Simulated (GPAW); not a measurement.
# NbSi (Fm-3m) in GPAW: further runs

Runs on NbSi. Level: PBE. Tasks: equation of state.

Everything below comes from runs of GPAW 26.7.0. Logs are shortened: lines on timing, memory, paths and dates and some standing lists are left out, and cuts for length are marked. The log counts tension as positive stress, the text compression.

### 1 The structure

Symmetry: Fm-3m, No. 225, cubic system. Conventional cell: a = 5.148 Å, b = 5.148 Å, c = 5.148 Å, α = 90.00°, β = 90.00°, γ = 90.00°. Nb (site symmetry m-3m) is surrounded by 6 Si at 2.57 Å. Around Si (site symmetry m-3m) lie 6 Nb at 2.57 Å.

The cell was built by a generator and needn't be a form met in nature.

### 2 Equation of state, PBE

The input, run.py:

```python
from ase import Atoms
from ase.eos import EquationOfState
from ase.io import Trajectory
from ase.units import GPa
from gpaw import GPAW, PW, setup_paths

setup_paths.insert(0, '.')

atoms = Atoms(['Nb', 'Si'],
              cell=[[0.0, 2.57383, 2.57383],
                    [2.57383, 0.0, 2.57383],
                    [2.57383, 2.57383, 0.0]],
              scaled_positions=[[0.0, 0.0, 0.0],
                                [0.5, 0.5, 0.5]],
              pbc=True)

traj = Trajectory('eos.traj', 'w')
volumes, energies = [], []
for x in [0.94, 0.96, 0.98, 1.0, 1.02, 1.04, 1.06]:
    a = atoms.copy()
    a.set_cell(atoms.cell * x**(1 / 3), scale_atoms=True)
    calc = GPAW(mode=PW(600),
                xc='PBE',
                kpts={'size': (9, 9, 9), 'gamma': True},
                occupations={'name': 'fermi-dirac', 'width': 0.05},
                nbands=19,
                convergence={'density': 1e-05, 'energy': 1e-05},
                maxiter=150,
                txt=f'eos-{x:.2f}.txt')
    a.calc = calc
    energies.append(a.get_potential_energy(force_consistent=True))
    volumes.append(a.get_volume())
    p = -a.get_stress()[:3].mean() / GPa
    calc.write(f'eos-{x:.2f}.gpw')
    traj.write(a)
    print(f'{x:.2f} {volumes[-1]:10.4f} A^3 {energies[-1]:14.6f} eV {p:9.3f} GPa', flush=True)

v0, e0, B = EquationOfState(volumes, energies, eos='birchmurnaghan').fit()
print(f'V0 = {v0:.4f} A^3, E0 = {e0:.6f} eV, B0 = {B / GPa:.2f} GPa')
```

Potentials or basis: PAW data sets generated in the run's folder for this functional, pw.

On the command line:

```console
$ gpaw-setup -f PBE Nb Si
$ OMP_NUM_THREADS=1 python run.py
```

Output:

```text
__  _  _
 | _ |_)|_||  |
 |__||  | ||/\| - 26.7.0

Input parameters:
  mode=PW(ecut=600.0),
  convergence={'density': 1e-05, 'energy': 1e-05},
  kpts=MonkhorstPack(size=(9, 9, 9), gamma=True),
  maxiter=150,
  nbands=19,
  occupations=Occupations(name='fermi-dirac', width=0.05),
  xc=XC(name='PBE')

Diagonalizing LCAO Hamiltonian
Converting LCAO to pw mode

               Si

       Nb

Atoms  # Å, Bohr magnetons
|   | symbol |        x |        y |        z |    initial magnetic moments |
|---|--------|----------|----------|----------|-----------------------------|
| 0 |     Nb | 0.000000 | 0.000000 | 0.000000 | ( 0.0000,  0.0000,  0.0000) |
| 1 |     Si | 2.521288 | 2.521288 | 2.521288 | ( 0.0000,  0.0000,  0.0000) |

Unit cell  # Å
| periodic |        x |        y |        z |  lengths |    angles |
|----------|----------|----------|----------|----------|-----------|
|      yes | 0.000000 | 2.521288 | 2.521288 | 3.565640 | 60.000000 |
|      yes | 2.521288 | 0.000000 | 2.521288 | 3.565640 | 60.000000 |
|      yes | 2.521288 | 2.521288 | 0.000000 | 3.565640 | 60.000000 |

Number of symmetries: 48
Symmetry operations  # r_c * U_cc + t_c -> r_c
|    | kind |            matrix            |
|----|------|------------------------------|
|  0 |  σ   |  1, 0, 0,  1, 0,-1,  1,-1, 0 |
|  1 |  C2  |  1, 0, 0,  1,-1, 0,  1, 0,-1 |
|  2 |  E   |  1, 0, 0,  0, 1, 0,  0, 0, 1 |
|  3 |  σ   |  1, 0, 0,  0, 0, 1,  0, 1, 0 |
|  4 |  C4  |  1, 0,-1,  1, 0, 0,  1,-1, 0 |
|  5 |  S6  |  1, 0,-1,  1,-1, 0,  1, 0, 0 |
|  6 |  σ   |  1, 0,-1,  0, 1,-1,  0, 0,-1 |
|  7 |  C3  |  1, 0,-1,  0, 0,-1,  0, 1,-1 |
|  8 |  S6  |  1,-1, 0,  1, 0, 0,  1, 0,-1 |
|  9 |  C4  |  1,-1, 0,  1, 0,-1,  1, 0, 0 |
| 10 |  C3  |  1,-1, 0,  0,-1, 1,  0,-1, 0 |
| 11 |  σ   |  1,-1, 0,  0,-1, 0,  0,-1, 1 |
| 12 |  σ   |  0, 1, 0,  1, 0, 0,  0, 0, 1 |
| 13 |  C4  |  0, 1, 0,  0, 1,-1, -1, 1, 0 |
| 14 |  C3  |  0, 1, 0,  0, 0, 1,  1, 0, 0 |
| 15 |  S6  |  0, 1, 0, -1, 1, 0,  0, 1,-1 |
| 16 |  C2  |  0, 1,-1,  1, 0,-1,  0, 0,-1 |
| 17 |  σ   |  0, 1,-1,  0, 1, 0, -1, 1, 0 |
| 18 |  S4  |  0, 1,-1,  0, 0,-1,  1, 0,-1 |
| 19 |  C4  |  0, 1,-1, -1, 1, 0,  0, 1, 0 |
| 20 |  C3  |  0, 0, 1,  1, 0, 0,  0, 1, 0 |
| 21 |  σ   |  0, 0, 1,  0, 1, 0,  1, 0, 0 |
| 22 |  S6  |  0, 0, 1,  0,-1, 1, -1, 0, 1 |
| 23 |  C4  |  0, 0, 1, -1, 0, 1,  0,-1, 1 |
| 24 |  S4  |  0, 0,-1,  1, 0,-1,  0, 1,-1 |
| 25 |  C3  |  0, 0,-1,  0, 1,-1,  1, 0,-1 |
| 26 |  C2  |  0, 0,-1,  0,-1, 0, -1, 0, 0 |
| 27 |  S6  |  0, 0,-1, -1, 0, 0,  0,-1, 0 |
| 28 |  S4  |  0,-1, 1,  1,-1, 0,  0,-1, 0 |
| 29 |  C4  |  0,-1, 1,  0, 0, 1, -1, 0, 1 |
| 30 |  C2  |  0,-1, 1,  0,-1, 0,  1,-1, 0 |
| 31 |  σ   |  0,-1, 1, -1, 0, 1,  0, 0, 1 |
| 32 |  C3  |  0,-1, 0,  1,-1, 0,  0,-1, 1 |
| 33 |  S6  |  0,-1, 0,  0, 0,-1, -1, 0, 0 |
| 34 |  S4  |  0,-1, 0,  0,-1, 1,  1,-1, 0 |
| 35 |  C2  |  0,-1, 0, -1, 0, 0,  0, 0,-1 |
| 36 |  C2  | -1, 1, 0,  0, 1, 0,  0, 1,-1 |
| 37 |  S6  | -1, 1, 0,  0, 1,-1,  0, 1, 0 |
| 38 |  S4  | -1, 1, 0, -1, 0, 1, -1, 0, 0 |
| 39 |  C3  | -1, 1, 0, -1, 0, 0, -1, 0, 1 |
| 40 |  S6  | -1, 0, 1,  0, 0, 1,  0,-1, 1 |
| 41 |  C2  | -1, 0, 1,  0,-1, 1,  0, 0, 1 |
| 42 |  C3  | -1, 0, 1, -1, 1, 0, -1, 0, 0 |
| 43 |  S4  | -1, 0, 1, -1, 0, 0, -1, 1, 0 |
| 44 |  C2  | -1, 0, 0,  0, 0,-1,  0,-1, 0 |
| 45 |  i   | -1, 0, 0,  0,-1, 0,  0, 0,-1 |
| 46 |  σ   | -1, 0, 0, -1, 1, 0, -1, 0, 1 |
| 47 |  C2  | -1, 0, 0, -1, 0, 1, -1, 1, 0 |

BZ-sampling:
  Number of BZ points: 729
  Number of IBZ points: 35

  Monkhorst-Pack size: [9, 9, 9]
  Monkhorst-Pack shift: [0, 0, 0]

K-points  # in reciprocal-cell coordinates
|     |                                coordinates |     weight |
|-----|--------------------------------------------|------------|
|   0 | (  0.00000000,   0.00000000,   0.00000000) | 0.00137174 |
|   1 | (  0.11111111,   0.11111111,   0.00000000) | 0.00823045 |
|   2 | (  0.11111111,   0.11111111,   0.11111111) | 0.01097394 |
|   3 | (  0.22222222,   0.11111111,   0.11111111) | 0.01646091 |
|   4 | (  0.22222222,   0.22222222,   0.00000000) | 0.00823045 |
|   5 | (  0.22222222,   0.22222222,   0.11111111) | 0.03292181 |
|   6 | (  0.22222222,   0.22222222,   0.22222222) | 0.01097394 |
|   7 | (  0.33333333,   0.22222222,   0.11111111) | 0.03292181 |
|   8 | (  0.33333333,   0.22222222,   0.22222222) | 0.03292181 |
|   9 | (  0.33333333,   0.33333333,  -0.33333333) | 0.01646091 |
| ... |                                            |            |
|  34 | (  0.44444444,   0.44444444,   0.44444444) | 0.01097394 |

Plane wave coefficients: 1083
Cutoff: 600.0 eV

Spin-components: 1 (collinear spins)
Bands:           19
Projectors:      11
Spin-degeneracy: 2
Datatype:        complex128

Parallelization:
  kpt:    1
  domain: 1
  band:   1

Density:
  Valence electrons: 17.0
  Components: 1
  Grid points: [21 21 21]
  Charge: 0.0  # |e|

Potential:
  Grid points: [21 21 21]

species:
  Nb:
    name:    Niobium
    Z:       41.0
    valence: 13
    core:    28
    charge:  0.0  # [|e|]
    compensation charges:
      type: gauss
      rc: 0.40  # [Å]
      lmax: 2
    cutoffs:
      filter: 2.35  # [Å]
      core: 1.51  # [Å]
    projectors
    | kind |    occ | energy [eV] | rcut [Å] |
    |------|--------|-------------|----------|
    |   4s |  2.000 |     -58.361 |    1.323 |
    |   5s |  1.000 |      -3.980 |    1.323 |
    |   4p |  6.000 |     -34.526 |    1.323 |
    |   5p |  0.000 |      -1.111 |    1.323 |
    |   4d |  4.000 |      -3.041 |    1.244 |
    |    d |        |      24.171 |    1.244 |

    Using partial waves for Nb as LCAO basis

  Si:
    name:    Silicon
    Z:       14.0
    valence: 4
    core:    10
    charge:  0.0  # [|e|]
    compensation charges:
      type: gauss
      rc: 0.33  # [Å]
      lmax: 2
    cutoffs:
      filter: 1.86  # [Å]
      core: 2.06  # [Å]
    projectors
    | kind |    occ | energy [eV] | rcut [Å] |
    |------|--------|-------------|----------|
    |   3s |  2.000 |     -10.812 |    1.058 |
    |   3p |  2.000 |      -4.081 |    1.058 |
    |    s |        |      16.399 |    1.058 |
    |    p |        |      23.131 |    1.058 |
    |    d |        |       0.000 |    1.058 |

    Using partial waves for Si as LCAO basis

Reference energy: -111792.493356  # eV

eigensolver:
  PPCG
  Converge bands: occupied
  niter=2

density mixing:
  MSR1-Mixer
  Pratt-step length: 0.05
  Maximum mixing coefficient: 0.75
  Old densities: 10
  SVD Regularization: 0.005
  Good broyden scale: 1.0
  Trust region scale: 1.0
  Backstep threshold: 4.0
  History deletion threshold: 6.0
  Fourier metric: weight=20.0, sigma=0.015

occupation numbers:
  Fermi-Dirac:
    width: 0.0500  # eV

poisson solver:
  ecut: 4800.0  # eV

xc functional:
  name: PBE with 2 nearest neighbor stencil

convergence criteria:
- Maximum integral of absolute [dens]ity change: 1e-05 electrons / valence electron
- Maximum [total energy] change in last 3 cyles: 1e-05 eV / valence electron
- Maximum integral of absolute [eigenst]ate change: 4e-08 eV^2 / valence electron
maximum number of iterations: 150

SCF iterations
|iter     | |      energy | eigst |  dens |
|---------|-|-------------|-------|-------|
|iter:   1| |  -17.471462 | +0.26 |       |
|iter:   2| |  -17.112807 | -2.23 | -0.90 |
|iter:   3| |  -16.149711 | -1.15 | -0.96 |
|iter:   4| |  -16.147101 | -3.05 | -1.67 |
|iter:   5| |  -16.151139 | -3.24 | -1.93 |
|iter:   6| |  -16.150913 | -4.71 | -2.73 |
|iter:   7| |  -16.150897 | -6.24 | -3.45 |
|iter:   8| |  -16.150900c| -7.82c| -4.27 |
|iter:   9| |  -16.150899c| -7.55c| -4.81 |
|iter:  10| |  -16.150899c| -8.78c| -5.69c|

Converged in 10 steps
Energy contributions relative to reference atoms: (reference = -111792.493356)

Energy contributions:
  Kinetic:          14.487050
  Coulomb:         -15.959706
  Zero:             -0.079264
  External:          0.000000
  Xc:              -14.593374
  Entropy:          -0.011212
  Spinorbit:         0.000000
  ----------------------------
  Free energy:     -16.156506
  Extrapolated:    -16.150899

dipole moment: (-18.413339, -18.413339, -18.413339)  # |e|*Ang

Fermi level: 10.800
Eigenvalues  # (at kpt = [0.000, 0.000, 0.000])
| band index |      eig [eV] | occ [0-2] |
|------------|---------------|-----------|
|          0 |       -44.350 |     2.000 |
|        ... |               |           |
|          2 |       -20.418 |     2.000 |
|          3 |       -20.418 |     2.000 |
|          4 |        -0.158 |     2.000 |
|          5 |         9.429 |     2.000 |
|          6 |         9.429 |     2.000 |
|          7 |         9.429 |     2.000 |
[... 9 lines left out ...]
|         17 |        24.728 |     0.000 |
|         18 |        28.888 |     0.000 |

No gap
No difference between direct/indirect transitions

Stress tensor  # eV/Ang^3
|         x |         y |         z |
|-----------|-----------|-----------|
| -0.065567 | -0.000000 |  0.000000 |
| -0.000000 | -0.065567 |  0.000000 |
|  0.000000 |  0.000000 | -0.065567 |

# Writing to eos-0.94.gpw (mode='')
```

It took 75 s on 1 thread of Intel Xeon Platinum 8488C (Sapphire Rapids), shared host; peak memory 0.2 GiB.

Results:

| Item | Value |
| --- | --- |
| Equilibrium volume | 17.05 Å³/atom |
| Bulk modulus | 151 GPa |
| Pressure derivative of the bulk modulus | 4.0 |

Energy against volume, from the lowest point:
| volume (Å³/atom) | energy (meV/atom) |
| --- | --- |
| 16.028 | 31.94 |
| 16.369 | 13.69 |
| 16.710 | 3.29 |
| 17.051 | 0.00 |
| 17.392 | 3.15 |
| 17.733 | 12.14 |
| 18.074 | 26.40 |

### 3 Equation of state, PBE

run.py: that of step 2 with these lines changed.

```diff
@@ -25,3 +25,4 @@
                 occupations={'name': 'fermi-dirac', 'width': 0.05},
-                nbands=19,
+                setups={'Nb': 'jth', 'Si': 'jth'},
+                nbands=-11,
                 convergence={'density': 1e-05, 'energy': 1e-05},
```

Potentials or basis: JTH PAW 2.0, PBE, pw.

On the command line:

```console
$ OMP_NUM_THREADS=1 python run.py
```

Output:

```text
__  _  _
 | _ |_)|_||  |
 |__||  | ||/\| - 26.7.0

Input parameters:
  mode=PW(ecut=600.0),
  convergence={'density': 1e-05, 'energy': 1e-05},
  kpts=MonkhorstPack(size=(9, 9, 9), gamma=True),
  maxiter=150,
  nbands=-11,
  occupations=Occupations(name='fermi-dirac', width=0.05),
  setups={'Nb': 'jth', 'Si': 'jth'},
  xc=XC(name='PBE')

Diagonalizing LCAO Hamiltonian
Converting LCAO to pw mode

               Si

       Nb

Atoms  # Å, Bohr magnetons
|   | symbol |        x |        y |        z |    initial magnetic moments |
|---|--------|----------|----------|----------|-----------------------------|
| 0 |     Nb | 0.000000 | 0.000000 | 0.000000 | ( 0.0000,  0.0000,  0.0000) |
| 1 |     Si | 2.521288 | 2.521288 | 2.521288 | ( 0.0000,  0.0000,  0.0000) |

Unit cell  # Å
| periodic |        x |        y |        z |  lengths |    angles |
|----------|----------|----------|----------|----------|-----------|
|      yes | 0.000000 | 2.521288 | 2.521288 | 3.565640 | 60.000000 |
[... 199 lines left out ...]
|iter:  11| |  -15.936824c| -5.79 | -5.15c|
|iter:  12| |  -15.936823c| -6.31 | -4.93 |
|iter:  13| |  -15.936823c| -7.19 | -5.78c|
|iter:  14| |  -15.936823c| -7.95c| -5.87c|

Converged in 14 steps
Energy contributions relative to reference atoms: (reference = -111823.802311)

Energy contributions:
  Kinetic:          24.281969
  Coulomb:         -25.138646
  Zero:             -0.125867
  External:          0.000000
  Xc:              -14.948694
  Entropy:          -0.011167
  Spinorbit:         0.000000
  ----------------------------
  Free energy:     -15.942406
  Extrapolated:    -15.936823

dipole moment: (-31.661033, -31.661033, -31.661033)  # |e|*Ang

Fermi level: 11.205
Eigenvalues  # (at kpt = [0.000, 0.000, 0.000])
| band index |      eig [eV] | occ [0-2] |
|------------|---------------|-----------|
|          0 |       -43.926 |     2.000 |
|        ... |               |           |
|          2 |       -19.962 |     2.000 |
|          3 |       -19.962 |     2.000 |
|          4 |         0.238 |     2.000 |
|          5 |         9.837 |     2.000 |
|          6 |         9.837 |     2.000 |
|          7 |         9.837 |     2.000 |
[... 9 lines left out ...]
|         17 |        25.304 |     0.000 |
|         18 |        29.188 |     0.000 |

No gap
No difference between direct/indirect transitions

Stress tensor  # eV/Ang^3
|         x |         y |         z |
|-----------|-----------|-----------|
| -0.064473 | -0.000000 | -0.000000 |
| -0.000000 | -0.064473 | -0.000000 |
| -0.000000 | -0.000000 | -0.064473 |

# Writing to eos-0.94.gpw (mode='')
```

It took 1.9 min on 1 thread of Intel Xeon Platinum 8488C (Sapphire Rapids), shared host; peak memory 0.23 GiB.

Results:

```yaml
Equilibrium_volume: 17.05 Å³/atom
Bulk_modulus: 152 GPa
Pressure_derivative_of_the_bulk_modulus: "3.6 (rough: it moves with the points fitted)"
```

Energy against volume, from the lowest point:
```tsv
volume (Å³/atom)	energy (meV/atom)
16.028	32.25
16.369	14.16
16.710	3.59
17.051	0.00
17.392	3.11
17.733	12.53
18.074	26.48
```

Caveat: the program truncates these outside data sets.
